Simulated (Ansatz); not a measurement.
# BF2H2N: the cost of one run

All numbers below are computed with Ansatz 0.2.0 (RKS B3LYP/def2-SVP).

## 1. The structure to begin with

Bond lengths: B1–N2 1.550 Å, N2–H3 1.060 Å, N2–H4 1.060 Å, B1–F5 1.320 Å, B1–F6 1.320 Å. Angles: B1–N2–H3 120.0°, B1–N2–H4 120.0°, H3–N2–H4 120.0°, N2–B1–F5 120.0°, N2–B1–F6 120.0°, F5–B1–F6 120.0°.

Structure file:

```xyz
6

B     0.0000    0.0000    0.0000
N     0.0000    0.0000    1.5500
H    -0.8770   -0.2713    2.0800
H     0.8770    0.2713    2.0800
F     1.1431    0.0000   -0.6600
F    -1.1431    0.0000   -0.6600
```

## 2. Relaxing the start

File input.yaml:

```yaml
crystal:
  periodic: [false, false, false]
  atoms:
    - { symbol: B, position_ang: [0.0, 0.0, 0.0] }
    - { symbol: "N", position_ang: [0.0, 0.0, 1.55] }
    - { symbol: H, position_ang: [-0.877, -0.2713, 2.08] }
    - { symbol: H, position_ang: [0.877, 0.2713, 2.08] }
    - { symbol: F, position_ang: [1.1431, 0.0, -0.66] }
    - { symbol: F, position_ang: [-1.1431, 0.0, -0.66] }
basis:
  gaussian: { orbitals: def2-SVP }
hamiltonian:
  xc: b3lyp
relax:
  f_tol: 0.02
  max_steps: 40
```

The run is started by

```console
ansatz run input.yaml --threads 1 --pin off --max-ram 2048MiB --backend cpu --events-out ev --progress --plain --runs-dir out
```

**Question.** How long does this run take on 1 thread of Arm Neoverse V1, shared host, and how much memory does it need?

About 13 s, with a peak of 0.13 GiB.
